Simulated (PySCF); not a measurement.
# InH3 (SMILES [InH3]) at 6 levels

We compute a comparison of 6 runs (B2PLYP/LANL2DZ, PBE/LANL2DZ, PBE0/LANL2DZ, BCCD(T)/LANL2DZ, CCSD(T)/LANL2DZ, UCCSD(T)/LANL2DZ) of InH3. Input form: a Python script.

The calculation is run with PySCF 2.14.0.

3 further runs of the same task are left out: 3 set aside as unsound or not needed.

### 1 The structure to begin with

InH3: 4 atoms, total charge 0, spin state singlet. SMILES: `[InH3]`. One bond was lengthened or shortened from a relaxed shape.

Bond lengths: In1–H2 1.724 Å, In1–H3 1.724 Å, In1–H4 2.069 Å. Angles: H2–In1–H3 120.0°, H2–In1–H4 120.0°, H3–In1–H4 120.0°.

### 2 The energy at B2PLYP/LANL2DZ (core potential) (run 1)

job.py

```python
from pyscf import gto, dft, mp

mol = gto.M(
    atom='''
In    -0.241305     0.515342    -0.248937
H      0.517609     3.408701     1.042312
H     -2.337956     0.341109    -2.736384
H      1.364004    -2.747662     1.186748
''',
    max_memory=1860,
    ecp={'In': 'lanl2dz'},
    unit='bohr',
    basis='lanl2dz',
    verbose=4,
    spin=0,
)

mf = dft.RKS(mol, xc='0.53*HF + 0.47*B88, 0.73*LYP')
mf.grids.level = 5
mf.conv_tol = 1e-10
mf.kernel()
if not mf.converged:
    mf = mf.newton().run(mf.mo_coeff, mf.mo_occ)

pt = mp.MP2(mf).run()
e_final = mf.e_tot + 0.27 * pt.e_corr
print('PT2 part  %.8f' % (0.27 * pt.e_corr))
print('E(%s) = %.9f' % ('B2PLYP', e_final))
```

Run with:

```sh
$ OMP_NUM_THREADS=1 python job.py
```

The program printed:

```text
PySCF version 2.14.0

[... 68 lines left out ...]
converged SCF energy = -3.5481211120477
[... 1 line left out ...]
******** <class 'pyscf.mp.mp2.RMP2'> ********
nocc = 3, nmo = 14
E(RMP2) = -3.60366451677315  E_corr = -0.0555434047254535
E(SCS-RMP2) = -3.61353440174785  E_corr = -0.0654132897001463
E_corr(same-spin) = -0.00142937996584373
E_corr(oppo-spin) = -0.0541140247596097
PT2 part  -0.01499672
E(B2PLYP) = -3.563117831
```

Run time: 1.2 s. Hardware: 1 thread of Intel Xeon Platinum 8488C (Sapphire Rapids), shared host; peak memory 0.17 GiB.

### 3 The energy at PBE/LANL2DZ (core potential) (run 2)

job.py

```python
from pyscf import gto, dft

mol = gto.M(
    atom=[
    ('In', (-0.127693, 0.272707, -0.131732)),
    ('H', (0.273907, 1.803807, 0.551568)),
    ('H', (-1.237193, 0.180507, -1.448032)),
    ('H', (0.721800, -1.454000, 0.628000)),
],
    max_memory=1860,
    ecp={'In': 'lanl2dz'},
    charge=0,
    verbose=4,
    basis='lanl2dz',
    spin=0,
)

ks = dft.RKS(mol, xc='pbe')
ks.conv_tol = 1e-10
ks.grids.level = 5
ks.kernel()
if not ks.converged:
    ks = ks.newton().run(ks.mo_coeff, ks.mo_occ)

etot = ks.e_tot
print(f'total energy: {etot:.8f} hartree')
```

Run with:

```sh
$ OMP_NUM_THREADS=1 python job.py
```

The program printed:

```text
PySCF version 2.14.0

[... 71 lines left out ...]
converged SCF energy = -3.59738234349905
total energy: -3.59738234 hartree
```

It took 1.3 s on 1 thread of Intel Xeon Platinum 8488C (Sapphire Rapids), shared host; peak memory 0.17 GiB.

Runs 3 to 5 aren't shown in full; the table further down has their settings and results.

### 4 The energy at UCCSD(T)/LANL2DZ (core potential) (run 6)

input.py

```python
from pyscf import gto, cc

mol = gto.M(
    atom='In -0.127693 0.272707 -0.131732; H 0.273907 1.803807 0.551568; H -1.237193 0.180507 -1.448032; H 0.721800 -1.454000 0.628000',
    ecp={'In': 'lanl2dz'},
    verbose=3,
    basis='lanl2dz',
    max_memory=1860,
    charge=0,
)

mf = mol.UHF()
mf.conv_tol = 1e-10
mf.kernel()
if not mf.converged:
    mf = mf.newton().run(mf.mo_coeff, mf.mo_occ)
for _ in range(3):
    mo, _, stable, _ = mf.stability(return_status=True)
    if stable:
        break
    mf.kernel(mf.make_rdm1(mo, mf.mo_occ))

mycc = cc.CCSD(mf)
mycc.kernel()
e_t = mycc.ccsd_t()
energy = mycc.e_tot + e_t
print('E = %.10f Eh' % energy)
```

Run with:

```sh
$ OMP_NUM_THREADS=1 python input.py
```

The program printed:

```text
converged SCF energy = -3.45964137709173  <S^2> = 1.0480505e-13  2S+1 = 1
<class 'pyscf.scf.uhf.UHF'> wavefunction is stable in the internal stability analysis
E(UCCSD) = -3.521769222932509  E_corr = -0.0621278458407798
UCCSD(T) correction = -0.000799482991230158
E = -3.5225687059 Eh
```

Run time: 0.7 s. Hardware: 1 thread of Intel Xeon Platinum 8488C (Sapphire Rapids), shared host; peak memory 0.13 GiB.

### 5 Overview of the runs

| run | level | frozen core orbitals | integration grid | energy (Eh) | dipole moment (D) of the reference | HOMO energy (eV) | LUMO energy (eV) | wall time |
| --- | --- | --- | --- | --- | --- | --- | --- | --- |
| 1 | B2PLYP/LANL2DZ (core potential) | 0 | 5 | -3.563118 | 0.68 | -8.69 | -1.04 | 1.2 s |
| 2 | PBE/LANL2DZ (core potential) | – | 5 | -3.597382 | 0.63 | -6.65 | -2.68 | 1.3 s |
| 3 | PBE0/LANL2DZ (core potential) | – | 5 | -3.595802 | 0.64 | -7.75 | -2.01 | 1.2 s |
| 4 | BCCD(T)/LANL2DZ (core potential) | 0 | – | -3.522586 | – | – | – | 0.86 s |
| 5 | CCSD(T)/LANL2DZ (core potential) | 0 | – | -3.522569 | 0.71 | -10.32 | 0.42 | 0.76 s |
| 6 | UCCSD(T)/LANL2DZ (core potential) | 0 | – | -3.522569 | 0.71 | -10.32 | 0.42 | 0.7 s |

### 6 Results

```
                                    quantity        value
                         run 6: total energy  -3.52257 Eh
 run 6: dipole moment (Hartree–Fock density)       0.71 D
  run 6: HOMO energy (Hartree–Fock orbitals)    -10.32 eV
  run 6: LUMO energy (Hartree–Fock orbitals)      0.42 eV
run 6: HOMO–LUMO gap (Hartree–Fock orbitals)     10.74 eV
                   run 6: correlation energy    -62.9 mEh
                       run 6: (T) correction    -0.80 mEh
                        run 6: T1 diagnostic        0.013
```

In words: Over runs 1, 2, 3 the dipole moment (its size) runs from 0.63 D (PBE/LANL2DZ) to 0.68 D (B2PLYP/LANL2DZ). A double hybrid's value is that of its SCF part. Over runs 1, 2, 3 the HOMO–LUMO gap runs from 3.97 eV (PBE/LANL2DZ) to 7.65 eV (B2PLYP/LANL2DZ). Totals of different functionals can't be ranked against each other. All runs together took 6 s, the longest 1.3 s.
